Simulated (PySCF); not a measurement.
**The bond of GeN+, level by level**

The task here is to estimate one member of a computed series from the others.

Method: Ge 6-31G(d,p), N 6-31G(d,p), no relativity; program: PySCF 2.14.0.

The first run:

Settings of the job:

* atoms: Ge, N
* charge: 1
* basis: Ge 6-31G(d,p), N 6-31G(d,p)
* Hamiltonian: no relativity
* basis functions: 46
* electrons treated: 38
* masses in u: 73.9212, 14.0031
* levels: PBE0, PBE, r²SCAN, r²SCANh, TPSS, B3LYP, CAM-B3LYP, HF, MP2, SCS-MP2, CCSD, CCSD(T)
* grid: 80 radial by 434 angular points
* occupations: held fixed by the projection of orbital angular momentum
* dissociation limit: Ge+ + N, each in its ground configuration
* starting distance in angstrom: 1.915
* values of 2S to try: 0, 2, 4

On the command line:

```console
$ OMP_NUM_THREADS=1 python dia.py task.json out
```

Steps of the session up to this table: Set-up; First curve: PBE0; Higher solutions at PBE0; PBE (GGA); r²SCAN; r²SCANh; TPSS (meta-GGA); B3LYP; CAM-B3LYP; UHF; Adding correlation.

One table of the session follows, with a row left open; its other results are not shown here.

Energy (eV) from each level's lowest point:

```
R (Å)    UHF  UHF-MP2  UHF-SCS-MP2  UHF-CCSD  UHF-CCSD(T)
1.655  0.835    0.895        0.921       n/a          n/a
1.732  0.339    0.375        0.396     0.434        0.454
1.809  0.085    0.101        0.115     0.141        0.153
1.866  0.008    0.013        0.020     0.035        0.041
1.924  0.000    0.000        0.000     0.000        0.000
1.982  0.041    0.048        0.040     0.018        0.012
2.059      ?        ?            ?         ?            ?
2.155  0.259    0.511        0.495     0.257        0.242
2.270  0.326    0.860        0.852     0.486        0.467
2.424  0.309    1.101        1.098       n/a          n/a
```

Estimate the missing values for R (Å) = 2.059.

Worked estimate for «UHF». A straight line through the neighbours (1.982, 0.041) and (2.155, 0.259) gives 0.041 + (0.259 − 0.041) × (2.059 − 1.982) / (2.155 − 1.982) = 0.138; a parabola fitted to 4 rows on both sides gives 0.152.

As computed: UHF: 0.138; UHF-MP2: 0.198; UHF-SCS-MP2: 0.182; UHF-CCSD: 0.099; UHF-CCSD(T): 0.088. In «UHF» the line misses by 0.000 and the parabola by +0.014.

State 2 has its PBE0 minimum 0.41 eV higher. The other levels ran on the lowest alone.
